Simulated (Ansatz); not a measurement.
# C4H4O3: up Jacob's ladder to CCSD(T)

One table from this session's results is given with a row withheld; the runs are named, their logs left out.

Computed with Ansatz 0.2.0, Gaussian basis. Level: functionals in def2-TZVPP, the program's frozen cores in correlated methods.

The runs, in order: LDA (SPW92), PBE-D4, revPBE-D4, BLYP-D4, r2SCAN-D4, B97M-V, PBE0-D4, B3LYP-D4, r2SCANh-D4, r2SCAN0-D4, HSE06-D4, BHLYP-D4, CAM-B3LYP-D4, LC-ωPBE, ωB97X-V, ωB97M-V, B2PLYP, PBE-QIDH; CCSD(T)/def2-SVP; CCSD(T)/def2-TZVPP; MP2/def2-QZVPP; extrapolation to the limit; RPA on PBE.

## The geometry

An earlier PBE0-D4 in a triple-zeta def2 set relaxation fixed the geometry.

SMILES `C#COC(=O)OC`, 11 atoms, charge 0, spin multiplicity 1.

Atoms are counted from 1 here; the program's logs count them from 0.

Bond lengths: C1–C2 1.195 Å, C1–H8 1.063 Å, C2–O3 1.305 Å, O3–C4 1.374 Å, C4–O5 1.188 Å, C4–O6 1.316 Å, O6–C7 1.429 Å, C7–H9 1.087 Å, C7–H10 1.090 Å, C7–H11 1.090 Å. Angles: C2–C1–H8 179.0°, C1–C2–O3 175.7°, C2–O3–C4 117.0°, O3–C4–O5 125.3°, O3–C4–O6 106.1°, O5–C4–O6 128.7°, C4–O6–C7 114.3°, O6–C7–H9 105.5°, O6–C7–H10 110.3°, O6–C7–H11 110.3°, H9–C7–H10 110.6°, H9–C7–H11 110.6°, H10–C7–H11 109.4°.

The first run:

Input file in.yaml:

```yaml
crystal:
  periodic: [false, false, false]
  atoms:
    - {symbol: C, position_ang: [-1.514779, -2.072111, 2.216956]}
    - {symbol: C, position_ang: [-1.007637, -1.662924, 1.215778]}
    - {symbol: O, position_ang: [-0.469488, -1.305198, 0.082362]}
    - {symbol: C, position_ang: [0.003153, -0.018408, -0.004482]}
    - {symbol: O, position_ang: [-0.040467, 0.788722, 0.866503]}
    - {symbol: O, position_ang: [0.493089, 0.108418, -1.219345]}
    - {symbol: C, position_ang: [1.038840, 1.397960, -1.502124]}
    - {symbol: H, position_ang: [-1.963328, -2.420369, 3.115330]}
    - {symbol: H, position_ang: [1.398947, 1.342298, -2.525961]}
    - {symbol: H, position_ang: [0.269033, 2.163918, -1.406534]}
    - {symbol: H, position_ang: [1.857941, 1.620592, -0.818083]}
basis:
  gaussian: {orbitals: def2-TZVPP}
hamiltonian: {xc: lda}
output: {orbitals: {seedname: orbitals}}
```

Steps of the session up to this table: LDA; PBE-D4 (GGA); revPBE-D4 (GGA); BLYP-D4 (GGA); r2SCAN-D4 (meta-GGA); B97M-V (meta-GGA); PBE0-D4 (hybrid); B3LYP-D4 (hybrid); r2SCANh-D4 (hybrid); r2SCAN0-D4 (hybrid); HSE06-D4 (hybrid); BHLYP-D4 (hybrid); CAM-B3LYP-D4 (range-separated); LC-ωPBE-D4 (range-separated; the results give it without D4); ωB97X-V (range-separated); ωB97M-V (range-separated); B2PLYP (double hybrid); PBE-QIDH (double hybrid).

One table of the session follows, with a row left open; its other results are not shown here.

It belongs to the step «Orbital energies across the functionals». 

```
  functional  HOMO (eV)  gap (eV)
 LDA (SPW92)      -6.63      5.42
      PBE-D4      -6.41      5.51
   revPBE-D4      -6.33      5.55
     BLYP-D4      -6.26      5.46
   r2SCAN-D4      -6.65      6.04
      B97M-V      -6.65      6.23
     PBE0-D4      -7.70      7.94
    B3LYP-D4      -7.46      7.40
  r2SCANh-D4      -7.13      6.93
  r2SCAN0-D4      -7.87      8.29
    HSE06-D4      -7.29      7.15
    BHLYP-D4      -8.85     10.36
CAM-B3LYP-D4      -9.08     10.50
     LC-ωPBE     -10.48     13.17
     ωB97X-V          ?         ?
     ωB97M-V      -9.96     12.51
```

**Question.** Estimate the row for ωB97X-V.

As computed: HOMO (eV): -10.07; gap (eV): 12.71. In the column «HOMO (eV)» it lies between LC-ωPBE (-10.48) and ωB97M-V (-9.96).
